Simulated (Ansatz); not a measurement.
# Cl2F2GeH2SSi: one species, many methods

The task here is to estimate one member of a computed series from the others.

Program: Ansatz 0.2.0, Gaussian basis. Level of theory: functionals in def2-TZVPP, the program's frozen cores in correlated methods. These are calculated values, not measurements.

The runs, in order: PBE-D4, r2SCAN-D4, PBE0-D4, B3LYP-D4, ωB97X-V, ωB97M-V, B2PLYP; CCSD(T)/def2-TZVPP; MP2/def2-QZVPP; extrapolation to the limit.

## The geometry

All runs share one geometry, relaxed beforehand with PBE0-D4 in a triple-zeta def2 set.

SMILES `F[Si](F)(Cl)[S][GeH2][Cl]`, 9 atoms, charge 0, spin multiplicity 1.

Atoms are counted from 1 here; the program's logs count them from 0.

Bond lengths: F1–Si2 1.580 Å, Si2–F3 1.576 Å, Si2–Cl4 2.015 Å, Si2–S5 2.096 Å, S5–Ge6 2.229 Å, Ge6–Cl7 2.145 Å, Ge6–H8 1.528 Å, Ge6–H9 1.529 Å. Angles: F1–Si2–F3 107.8°, F1–Si2–Cl4 107.9°, F1–Si2–S5 111.0°, F3–Si2–Cl4 108.0°, F3–Si2–S5 107.8°, Cl4–Si2–S5 114.3°, Si2–S5–Ge6 99.8°, S5–Ge6–Cl7 110.0°, S5–Ge6–H8 111.1°, S5–Ge6–H9 104.4°, Cl7–Ge6–H8 107.4°, Cl7–Ge6–H9 108.5°, H8–Ge6–H9 115.3°.

The first run:

The input, in.yaml:

```yaml
crystal:
  periodic: [false, false, false]
  atoms:
    - {symbol: F, position_ang: [-1.813850, 0.472757, 0.408601]}
    - {symbol: Si, position_ang: [-0.934386, -0.584495, 1.186710]}
    - {symbol: F, position_ang: [-1.326044, -0.506462, 2.711129]}
    - {symbol: Cl, position_ang: [-1.427456, -2.417550, 0.511104]}
    - {symbol: S, position_ang: [1.104404, -0.127470, 1.025725]}
    - {symbol: Ge, position_ang: [1.131980, 0.773370, -1.013179]}
    - {symbol: Cl, position_ang: [0.465022, -0.663900, -2.458528]}
    - {symbol: H, position_ang: [0.193092, 1.975417, -1.096189]}
    - {symbol: H, position_ang: [2.607228, 1.078322, -1.275373]}
basis:
  gaussian: {orbitals: def2-TZVPP}
hamiltonian: {xc: pbe, dispersion: d4}
output: {forces: true, orbitals: {seedname: orbitals}}
```

Run with:

```bash
> ansatz run in.yaml --threads 2 --pin off --events-out ev --progress --plain --max-ram 22528MiB --backend cuda --devices 0, --max-vram 18GiB
```

Among the steps run: PBE-D4 (GGA); r2SCAN-D4 (meta-GGA); PBE0-D4 (hybrid); B3LYP-D4 (hybrid); ωB97X-V (range-separated); ωB97M-V (range-separated); B2PLYP (double hybrid); CCSD(T) in def2-TZVPP; MP2 in def2-QZVPP.

One of the session's tables, all rows but one given; the rest of the session is left out.

```
            method  atomisation energy (eV)
            PBE-D4                   32.887
         r2SCAN-D4                   32.818
           PBE0-D4                        ?
          B3LYP-D4                   31.952
           ωB97X-V                   32.788
           ωB97M-V                   32.614
            B2PLYP                   31.793
     HF/def2-TZVPP                   23.607
    MP2/def2-TZVPP                   32.902
   CCSD/def2-TZVPP                   30.958
CCSD(T)/def2-TZVPP                   31.626
           MP2/CBS                   33.990
       CCSD(T)/CBS                   32.714
```

Q: Estimate the row for PBE0-D4 from the others.

**Answer.** atomisation energy (eV): 32.296. In the column «atomisation energy (eV)» it lies between B3LYP-D4 (31.952) and ωB97M-V (32.614).

Limits of these values: Free atoms (2 F, 1 Si, 2 Cl, 1 S, 1 Ge, 2 H) were run apart at each level; the atomisation energy is their sum less the molecule, without zero-point or spin-orbit terms.
